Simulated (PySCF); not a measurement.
# H6O5Si2Ti ((OH)2Ti(OSiH2)2O): the cost of one run

Computed with PySCF 2.14.0, with density-fitted response routines of our own, on a single molecule in the gas phase. Atoms are numbered from 0 throughout.

## Step 1: The starting structure

14 atoms, charge 0, multiplicity 1; geometry from: GFN2-xTB. The atoms were then displaced at random by about 0.03 Å, so the start is not that level's minimum.

Bonds of the start (Å): Ti0–O1 1.65, Ti0–O2 1.68, Ti0–O3 1.77, Ti0–O7 1.80, O1–H8 0.93, O2–H9 0.98, O3–Si4 1.64, Si4–O5 1.67, Si4–H10 1.42, Si4–H11 1.46, O5–Si6 1.67, Si6–O7 1.60, Si6–H12 1.50, Si6–H13 1.43.

## Step 2: Geometry optimisation at PBE0-D3(BJ)/def2-SVP

Job settings and geometry (Å):

```
{"job": {"xc": "PBE0", "basis": "def2-SVP", "d3": "d3bj", "grid": 1, "maxiter": 40, "shake": 0.03, "kind": "geom"}, "charge": 0, "multiplicity": 1}
Ti     0.696540    -1.117370    -0.159500
O      1.953200    -1.206630    -1.232570
O      0.187060    -2.510150     0.623760
O     -0.675480    -0.546970    -1.112260
Si    -1.650060     0.766020    -0.950700
O     -0.978200     1.778570     0.192350
Si     0.234220     1.539320     1.314950
O      1.049350     0.195150     1.024640
H      2.667150    -1.690110    -1.573350
H      0.569030    -3.412330     0.712390
H     -1.622100     1.558110    -2.133870
H     -2.954340     0.430330    -0.387720
H     -0.556400     1.480900     2.586000
H      1.060590     2.691340     1.139120
```

Started as:

```console
OMP_NUM_THREADS=1 python probes_run.py task.json out
```

This one command runs all jobs of the session in turn.

Q: Estimate the wall time and peak memory of this first job on 1 thread of Arm Neoverse V1, shared host.

About 10 min, with a peak of 0.73 GiB.
